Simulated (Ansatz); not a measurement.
# C3H11NSi: small, medium and large basis sets

How large a basis does C3H11NSi need? Two functionals are run in growing sets.

The runs use Ansatz 0.2.0, Gaussian basis; one geometry, several basis sets.

Levels to be run: PBE0-D4/def2-SVP; ωB97M-V/def2-SVP; PBE0-D4/def2-QZVPP; ωB97M-V/def2-QZVPP; the functionals' def2-TZVPP values are taken from earlier runs.

**1. The relaxed structure**

All runs share one geometry, relaxed beforehand with PBE0-D4 in a triple-zeta def2 set.

16 atoms, charge 0, spin multiplicity 1.

Atoms are counted from 1 here; the program's logs count them from 0.

Bond lengths: C1–Si2 1.866 Å, C1–H6 1.092 Å, C1–H7 1.094 Å, C1–H8 1.092 Å, Si2–N3 1.723 Å, Si2–H9 1.500 Å, Si2–H10 1.489 Å, N3–C4 1.442 Å, N3–C5 1.442 Å, C4–H11 1.098 Å, C4–H12 1.092 Å, C4–H13 1.101 Å, C5–H14 1.092 Å, C5–H15 1.097 Å, C5–H16 1.101 Å. Angles: Si2–C1–H6 112.0°, Si2–C1–H7 109.4°, Si2–C1–H8 111.2°, H6–C1–H7 107.3°, H6–C1–H8 108.5°, H7–C1–H8 108.3°, C1–Si2–N3 110.9°, C1–Si2–H9 107.7°, C1–Si2–H10 111.3°, N3–Si2–H9 113.9°, N3–Si2–H10 106.0°, H9–Si2–H10 107.0°, Si2–N3–C4 120.5°, Si2–N3–C5 121.4°, C4–N3–C5 113.1°, N3–C4–H11 110.5°, N3–C4–H12 110.4°, N3–C4–H13 112.8° and more.

**2. PBE0-D4 in def2-SVP**

Contents of in.yaml:

```yaml
crystal:
  periodic: [false, false, false]
  atoms:
    - {symbol: C, position_ang: [0.767651, 1.669657, -1.415663]}
    - {symbol: Si, position_ang: [0.745648, -0.133870, -0.937481]}
    - {symbol: N, position_ang: [-0.395838, -0.423013, 0.320709]}
    - {symbol: C, position_ang: [-0.914298, -1.749523, 0.546929]}
    - {symbol: C, position_ang: [-0.445636, 0.410573, 1.495960]}
    - {symbol: H, position_ang: [1.157404, 2.300284, -0.613236]}
    - {symbol: H, position_ang: [1.418983, 1.807614, -2.283144]}
    - {symbol: H, position_ang: [-0.232479, 2.021242, -1.678201]}
    - {symbol: H, position_ang: [2.149771, -0.528743, -0.587185]}
    - {symbol: H, position_ang: [0.325304, -0.992136, -2.079417]}
    - {symbol: H, position_ang: [-1.955920, -1.701394, 0.889404]}
    - {symbol: H, position_ang: [-0.894665, -2.329346, -0.378392]}
    - {symbol: H, position_ang: [-0.343755, -2.305903, 1.306897]}
    - {symbol: H, position_ang: [-0.094509, 1.419758, 1.271590]}
    - {symbol: H, position_ang: [-1.476390, 0.495510, 1.862753]}
    - {symbol: H, position_ang: [0.165931, 0.016691, 2.322878]}
basis:
  gaussian: {orbitals: def2-SVP}
hamiltonian: {xc: pbe0, dispersion: d4}
output: {orbitals: {seedname: orbitals}}
```

Command:

```bash
ansatz run in.yaml --threads 2 --pin off --events-out ev --progress --plain --max-ram 20480MiB --backend cpu
```

Further steps of the session: ωB97M-V in def2-SVP; PBE0-D4 in def2-QZVPP; ωB97M-V in def2-QZVPP.

Before running them: what should the planned runs give, taken together? Wanted: PBE0-D4: double and triple zeta above quadruple; ωB97M-V: double and triple zeta above quadruple.

As calculated:

```
                                       quantity          value
PBE0-D4: double and triple zeta above quadruple  8.68, 0.56 eV
ωB97M-V: double and triple zeta above quadruple  9.00, 0.53 eV
```

In words: For PBE0-D4 the step from double to triple zeta gains 8.12 eV and the next only 0.56 eV. Total energies overstate the basis error of differences, where much of it tends to cancel. The LUMO of ωB97M-V is positive and keeps falling with the basis (3.30 to 1.75 eV): an unbound level that the basis holds in place.
